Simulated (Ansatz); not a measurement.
# Sc3I: the cost of one run

Computed with Ansatz 0.2.0 (DFT PBE, scalar-relativistic, plane waves, PAW, unless a step's input says otherwise).

1 further run of the same task is left out (it didn't finish).

## Step 1: The system as given

The structure is cubic, space group Pm-3m (No. 221). Conventional cell: a = 4.584 Å, b = 4.584 Å, c = 4.584 Å, α = 90.00°, β = 90.00°, γ = 90.00°. Sc (site symmetry 4/mmm) is surrounded by 8 Sc at 3.24 Å and 4 I at 3.24 Å. Around I (site symmetry m-3m) lie 12 Sc at 3.24 Å.

Structure file:

```cif
data_structure
_symmetry_space_group_name_H-M 'Pm-3m'
_symmetry_Int_Tables_number 221
_cell_length_a 4.5839
_cell_length_b 4.5839
_cell_length_c 4.5839
_cell_angle_alpha 90.000
_cell_angle_beta 90.000
_cell_angle_gamma 90.000
_cell_volume 96.32
loop_
_atom_site_label
_atom_site_type_symbol
_atom_site_symmetry_multiplicity
_atom_site_Wyckoff_symbol
_atom_site_fract_x
_atom_site_fract_y
_atom_site_fract_z
_atom_site_occupancy
Sc1 Sc 3 c 0.00000 0.50000 0.50000 1
I1 I 1 a 0.00000 0.00000 0.00000 1
```

A structure generator made this guess: random cell by space group and Wyckoff sites (Pm-3m, No. 221). Its size is a rough estimate.

## Step 2: Probe: one point on a coarse mesh

The input, input.yaml:

```yaml
crystal:
  lattice:
    - [4.58394016, 0.0, 0.0]
    - [0.0, 4.58394016, 0.0]
    - [0.0, 0.0, 4.58394016]
  atoms:
    - { symbol: Sc, position: [0.0, 0.5, 0.5] }
    - { symbol: Sc, position: [0.5, 0.0, 0.5] }
    - { symbol: Sc, position: [0.5, 0.5, 0.0] }
    - { symbol: I, position: [0.0, 0.0, 0.0] }
basis:
  ecutwfc: 420
kpoints:
  mp_grid: { grid: [4, 4, 4] }
hamiltonian:
  xc: pbe
scf:
  occupations: { method: gaussian, width: 0.1 }
  lower_state_search: "off"
output:
  forces: true
  stress: true
  eigenvalues: true
```

The run is started by

```bash
> ansatz run input.yaml --threads 1 --pin off --max-ram 2048MiB --backend cpu --events-out ev --progress --plain --runs-dir out
```

**Question.** How long does this run take on 1 thread of AMD EPYC 9R14 (Zen 4), shared host, and how much memory does it need?

About 1.2 s, with a peak of 0.41 GiB.
